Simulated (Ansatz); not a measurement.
**AlCr4CuS8 (F-43m): relaxation of cell and ions**

What cell does AlCr4CuS8 (F-43m) relax to? Wanted for AlCr4CuS8 (F-43m): a relaxation of cell and ions.

All numbers are computed with Ansatz 0.2.0 through its Python package. Level of theory: DFT PBEsol+U, plane waves, PAW.

### 1 Starting point

The structure is cubic, space group F-43m (No. 216). The conventional cell has a = 9.981 Å, b = 9.981 Å, c = 9.981 Å, α = 90.00°, β = 90.00°, γ = 90.00°. Al (site symmetry -43m) is surrounded by 4 S at 2.30 Å. Cr (site symmetry 3m) is surrounded by 6 S at 2.37 to 2.46 Å. Cu (site symmetry -43m) is surrounded by 4 S at 2.31 Å. S (site symmetry 3m) is surrounded by 1 Cu at 2.31 Å and 3 Cr at 2.37 Å. S (site symmetry 3m) has 1 Al at 2.30 Å and 3 Cr at 2.46 Å in its first shell of neighbours.

No structure file is read: the coordinates are typed or built in the script.

### 2 The script

vcrelax.py reads:

```python
# -*- coding: utf-8 -*-
"""Cell relaxation of AlCr4CuS8."""

import json

import ansatz as az
from ase import Atoms
from ase.neighborlist import neighbor_list
import matplotlib.pyplot as plt
import numpy as np

SETTINGS = {
    "ecut": 470,
    "mesh": (5, 5, 5),
    "filling": "fermi_dirac",
    "width_ev": 0.1,
    "fmax": 0.03,
}

def edges_and_angles(cell):
    cell = np.asarray(cell)
    a, b, c = np.linalg.norm(cell, axis=1)
    cosines = cell[1] @ cell[2] / (b * c), cell[0] @ cell[2] / (a * c), cell[0] @ cell[1] / (a * b)
    return (a, b, c, *np.degrees(np.arccos(cosines)))

alcr4cus8 = (
    az.Lattice.fcc(9.980662)
    .space_group(216)
    .atom("Al", (0.5, 0.0, 0.0))
    .atom("Cr", (0.121398, 0.121398, 0.121398))
    .atom("Cu", (0.25, 0.25, 0.75))
    .atom("S", (0.383713, 0.383713, 0.883713))
    .atom("S", (0.867108, 0.367108, 0.867108))
    .primitive()
    .moments(Cr=3.9)
)

# part of the cell is held
job = (
    alcr4cus8.calculation()
    .functional(az.Functional.PBESOL)
    .pseudopotentials("paw")
    .basis(SETTINGS["ecut"])  # cutoff of the orbital basis
    .kpoints(*SETTINGS["mesh"])
    .occupations(SETTINGS["filling"], width=SETTINGS["width_ev"])
    .spin("collinear")
    .hubbard("Cr", "d", u_eff=5.0)  # penalises fractional filling of this shell
    .relax(force_tolerance=SETTINGS["fmax"], fix_cell=["c/a", "angles"])
)
out = job.run(threads=1, events_out="alcr4cus8.ndjson")
with open("alcr4cus8.ndjson") as stream:
    events = [json.loads(line) for line in stream]
steps = [e["data"] for e in events if e["event"] == "relax_step"]
rep = out.report
print("step   energy (eV)     max comp. (eV/A)   P (GPa)  SCF")
for s in steps:
    print(f"{s['step']:4d} {s['lagrangian_ev']:15.5f} {s['allowed_force_max_ev_ang']:12.4f} {s['pressure_gpa']:10.3f} {s['n_scf']:5d}")

first, last = steps[0], steps[-1]
symbols = [site.symbol for site in out.lattice.sites]
print(f"energy gained {first['lagrangian_ev'] - last['lagrangian_ev']:.4f} eV in {len(steps) - 1} steps")
for label, vectors in (("before", first["cell_ang"]), ("after", out.lattice.cell_ang)):
    print(label, "a b c (A) {:.4f} {:.4f} {:.4f}  angles {:.2f} {:.2f} {:.2f}".format(*edges_and_angles(vectors)), f" V = {abs(np.linalg.det(vectors)):.3f} A^3")
print("final stress xx yy zz (GPa, compression positive):", np.round(np.diag(rep["stress_gpa"]), 3) + 0.0)

final = Atoms(symbols, positions=last["positions_ang"], cell=out.lattice.cell_ang, pbc=True)
i, j, d = neighbor_list("ijd", final, 4.5)
print("neighbours within 1.15 times the shortest distance of each atom (A)")
for atom in range(len(final)):
    near = [m for m in np.argsort(d) if i[m] == atom]
    shell = [m for m in near if d[m] < 1.15 * d[near[0]]]
    print(f"{symbols[atom]}{atom} ({len(shell)}):", ", ".join(f"{symbols[j[m]]} {d[m]:.3f}" for m in shell))

change = np.array(last["positions_ang"]) @ np.linalg.inv(last["cell_ang"]) - np.array(first["positions_ang"]) @ np.linalg.inv(first["cell_ang"])
moved = np.linalg.norm(change @ np.array(last["cell_ang"]), axis=1)
print("displacement within the cell, strain taken out (A):", " ".join(f"{s}:{d:.3f}" for s, d in zip(symbols, moved)))

print("atom   start x y z (A)              end x y z (A)")
for symbol, a, b in zip(symbols, first["positions_ang"], last["positions_ang"]):
    print(f"{symbol:3s}", " ".join(f"{v:8.4f}" for v in a), "  ", " ".join(f"{v:8.4f}" for v in b))

fig, (top, bottom) = plt.subplots(2, 1, sharex=True, figsize=(4.5, 4))
top.plot([s["lagrangian_ev"] - last["lagrangian_ev"] for s in steps], "o-")
top.set_ylabel("E - E(final) (eV)")
bottom.semilogy([max(s["allowed_force_max_ev_ang"], 1e-6) for s in steps], "s-")
bottom.set(xlabel="step", ylabel="largest force (eV/A)")
fig.tight_layout()
fig.savefig("relax.png", dpi=100)

for key in ("converged", "n_iterations", "n_electrons", "n_kpoints", "n_pw", "n_symmetry_ops", "free_energy_ev", "fermi_energy_ev"):
    print(f"{key:18s} {rep[key]}")
```

### 3 The input behind the calls

The engine receives this input:

```yaml
crystal:
  lattice:
    bravais: fcc
    a: 9.980662
  space_group: 216
  atoms:
    - { symbol: Al, position: [0.5, 0.0, 0.0] }
    - { symbol: Cr, position: [0.121398, 0.121398, 0.121398] }
    - { symbol: Cu, position: [0.25, 0.25, 0.75] }
    - { symbol: S, position: [0.383713, 0.383713, 0.883713] }
    - { symbol: S, position: [0.867108, 0.367108, 0.867108] }
  reduce_to_primitive: true
basis:
  ecutwfc: 470.0
kpoints:
  mp_grid:
    grid: [5, 5, 5]
hamiltonian:
  xc: pbesol
  pseudopotentials:
    kind: paw
  hubbard:
    - { species: Cr, l: d, u_eff: 5.0 }
magnetization:
  spin_polarized: true
  per_species:
    Cr: 3.9
scf:
  occupations:
    method: fermi_dirac
    width: 0.1
relax:
  f_tol: 0.03
  cell:
    fix: [c/a, angles]
```

### 4 Launch

On the command line:

```
> python vcrelax.py
```

The log of the run, shortened:

```text
[...]
step   energy (eV)     max comp. (eV/A)   P (GPa)  SCF
   1    -27588.51116       0.2719      0.188    26
   2    -27588.54894       0.1131     -0.066     8
   3    -27588.55474       0.0205      0.040     8
   4    -27588.55465       0.0205      0.040     7
   4    -27588.55465       0.0205      0.040     7
energy gained 0.0435 eV in 4 steps
before a b c (A) 7.0574 7.0574 7.0574  angles 60.00 60.00 60.00  V = 248.552 A^3
after a b c (A) 7.0509 7.0509 7.0509  angles 60.00 60.00 60.00  V = 247.870 A^3
final stress xx yy zz (GPa, compression positive): [0.04 0.04 0.04]
neighbours within 1.15 times the shortest distance of each atom (A)
Al0 (4): S 2.276, S 2.276, S 2.276, S 2.276
Cr1 (6): S 2.394, S 2.394, S 2.394, S 2.461, S 2.461, S 2.461
Cr2 (6): S 2.394, S 2.394, S 2.394, S 2.461, S 2.461, S 2.461
Cr3 (6): S 2.394, S 2.394, S 2.394, S 2.461, S 2.461, S 2.461
Cr4 (6): S 2.394, S 2.394, S 2.394, S 2.461, S 2.461, S 2.461
Cu5 (4): S 2.277, S 2.277, S 2.277, S 2.277
S6 (4): Cu 2.277, Cr 2.394, Cr 2.394, Cr 2.394
S7 (4): Cu 2.277, Cr 2.394, Cr 2.394, Cr 2.394
S8 (4): Cu 2.277, Cr 2.394, Cr 2.394, Cr 2.394
S9 (4): Cu 2.277, Cr 2.394, Cr 2.394, Cr 2.394
S10 (4): Al 2.276, Cr 2.461, Cr 2.461, Cr 2.461
S11 (4): Al 2.276, Cr 2.461, Cr 2.461, Cr 2.461
S12 (4): Al 2.276, Cr 2.461, Cr 2.461, Cr 2.461
S13 (4): Al 2.276, Cr 2.461, Cr 2.461, Cr 2.461
displacement within the cell, strain taken out (A): Al:0.000 Cr:0.008 Cr:0.008 Cr:0.008 Cr:0.008 Cu:0.000 S:0.032 S:0.032 S:0.032 S:0.032 S:0.019 S:0.019 S:0.019 S:0.019
atom   start x y z (A)              end x y z (A)
Al    4.9903   4.9903   4.9903      4.9858   4.9858   4.9858
Cr    1.2116   1.2116   1.2116      1.2149   1.2149   1.2149
Cr    1.2116   3.7787   3.7787      1.2149   3.7708   3.7708
Cr    3.7787   1.2116   3.7787      3.7708   1.2149   3.7708
Cr    3.7787   3.7787   1.2116      3.7708   3.7708   1.2149
Cu    7.4855   7.4855   7.4855      7.4786   7.4786   7.4786
S     8.8200   8.8200   8.8200      8.7935   8.7935   8.7935
S     6.1510   6.1510   8.8200      6.1638   6.1638   8.7935
S     6.1510   8.8200   6.1510      6.1638   8.7935   6.1638
S     8.8200   6.1510   6.1510      8.7935   6.1638   6.1638
S     3.6640   3.6640   3.6640      3.6716   3.6716   3.6716
S     6.3167   6.3167   3.6640      6.2999   6.2999   3.6716
S     6.3167   3.6640   6.3167      6.2999   3.6716   6.2999
S     3.6640   6.3167   6.3167      3.6716   6.2999   6.2999
converged          True
n_iterations       7
n_electrons        126.0
n_kpoints          18
n_pw               5769
n_symmetry_ops     8
free_energy_ev     -27588.554650315466
fermi_energy_ev    8.607446936513337
```

(Warnings from the package without file and line, shortened.)

Run time: 16 min. Hardware: 1 thread of Arm Neoverse V1, shared host; peak memory 1.6 GiB.

### 5 The run's own record

The report of the run holds:

```
                                    item         value
                       SCF cycles in all            66
                         k-points solved            18
                             plane waves          5769
                                   bands            85
                       valence electrons           126
                        free energy (eV)  -27588.55465
                        Fermi level (eV)         8.607
pressure (GPa; positive when compressed)          0.04
```

### 6 Path of the relaxation

Relaxation path:

```csv
step,energy from step 1 (eV/cell),largest force component (eV/Å),pressure (GPa),volume (Å³)
1,0.0000,0.2719,0.19,248.55
2,-0.0378,0.1131,-0.07,248.56
3,-0.0436,0.0205,0.04,247.87
4,-0.0435,0.0205,0.04,247.87
4,-0.0435,0.0205,0.04,247.87
```

Step 1 is the start. Steps 4, 4 each repeat the geometry before them on a plane-wave basis chosen anew, so the energy can jump there without any move.

|  | before | after | change |
| --- | --- | --- | --- |
| a (Å) | 7.057 | 7.051 | -0.1 % |
| b (Å) | 7.057 | 7.051 | -0.1 % |
| c (Å) | 7.057 | 7.051 | -0.1 % |
| volume (Å³/atom) | 17.75 | 17.70 | -0.3 % |
| shortest distance (Å) | 2.297 | 2.276 | -0.9 % |
| space group (0.01 Å) | F-43m | F-43m | same |

### 7 What came out

| quantity | value |
| --- | --- |
| free energy | -27588.5547 eV (-1970.6110 eV/atom) |
| moment, net / absolute | 12.01 / 16.51 μB per cell |
| moves of the relaxation | 2 |
| energy gained (ahead of the last change of basis) | 3.1 meV/atom |
| last largest force component | 0.0205 eV/Å |
| relaxed conventional cell | a = 9.972 Å, b = 9.972 Å, c = 9.972 Å, α = 90.00°, β = 90.00°, γ = 90.00° |
| space group at the end | F-43m |

What this shows: Over 2 moves the cell shrank by 0.3 % in volume, and the space group stayed F-43m. Notes:
- An absolute Fermi energy rests on an arbitrary zero of the periodic potential and has no direct meaning.
- Energies along a relaxation are free energies. Rows at an unchanged volume are solved on a plane-wave basis chosen afresh for that cell, so the energy jumps there and such rows are no steps of the walk.
- Edges and angles that the script prints are those of the cell as typed, here a primitive one.
- An opening on this mesh may only mean that it misses a point where bands touch.
- The structure comes from a database of computed cells and needn't be a stable or known phase.
